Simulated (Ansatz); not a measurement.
**CH₅F₂NSi: how energies converge with the basis set**

Aim: see how fast density functionals converge with the basis set for CH₅F₂NSi.

Computed with Ansatz 0.2.0, Gaussian basis. Level: one geometry, several basis sets.

Plan: PBE0-D4/def2-SVP; ωB97M-V/def2-SVP; PBE0-D4/def2-QZVPP; ωB97M-V/def2-QZVPP; the functionals' def2-TZVPP values are taken from earlier runs.

### Step 1. The relaxed structure

An earlier PBE0-D4 in a triple-zeta def2 set relaxation fixed the geometry.

SMILES `N[SiH](F)CF`, 10 atoms, charge 0, spin multiplicity 1.

Atoms are counted from 1 here; the program's logs count them from 0.

Bond lengths: N1–Si2 1.691 Å, N1–H6 1.006 Å, N1–H7 1.007 Å, Si2–F3 1.605 Å, Si2–C4 1.885 Å, Si2–H8 1.481 Å, C4–F5 1.397 Å, C4–H9 1.095 Å, C4–H10 1.094 Å. Angles: Si2–N1–H6 122.9°, Si2–N1–H7 120.0°, H6–N1–H7 112.3°, N1–Si2–F3 114.6°, N1–Si2–C4 106.7°, N1–Si2–H8 110.3°, F3–Si2–C4 107.5°, F3–Si2–H8 105.3°, C4–Si2–H8 112.5°, Si2–C4–F5 109.4°, Si2–C4–H9 111.0°, Si2–C4–H10 112.3°, F5–C4–H9 107.9°, F5–C4–H10 108.0°, H9–C4–H10 108.0°.

### Step 2. PBE0-D4 in def2-SVP

in.yaml

```yaml
crystal:
  periodic: [false, false, false]
  atoms:
    - {symbol: N, position_ang: [-1.208502, -0.232600, 0.993747]}
    - {symbol: Si, position_ang: [0.391705, -0.425784, 0.480748]}
    - {symbol: F, position_ang: [1.484903, 0.270753, 1.426398]}
    - {symbol: C, position_ang: [0.517334, 0.379113, -1.219584]}
    - {symbol: F, position_ang: [-0.233834, 1.556920, -1.233352]}
    - {symbol: H, position_ang: [-1.584715, -0.704233, 1.798409]}
    - {symbol: H, position_ang: [-1.707680, 0.615895, 0.779951]}
    - {symbol: H, position_ang: [0.754177, -1.861541, 0.457594]}
    - {symbol: H, position_ang: [0.120744, -0.281893, -1.997556]}
    - {symbol: H, position_ang: [1.548869, 0.632270, -1.483455]}
basis:
  gaussian: {orbitals: def2-SVP}
hamiltonian: {xc: pbe0, dispersion: d4}
output: {orbitals: {seedname: orbitals}}
```

After this run come: ωB97M-V in def2-SVP; PBE0-D4 in def2-QZVPP; ωB97M-V in def2-QZVPP.

Before running them: what should the planned runs give, taken together? Wanted: PBE0-D4: double and triple zeta above quadruple; ωB97M-V: double and triple zeta above quadruple.

As calculated:

```
                                       quantity           value
PBE0-D4: double and triple zeta above quadruple  13.66, 0.74 eV
ωB97M-V: double and triple zeta above quadruple  13.89, 0.69 eV
```

What this shows: PBE0-D4 gains 12.93 eV from double to triple zeta, then 0.74 eV more. Total energies overstate the basis error of differences, where much of it tends to cancel. The LUMO of ωB97M-V is positive and keeps falling with the basis (2.96 to 1.51 eV): an unbound level that the basis holds in place.
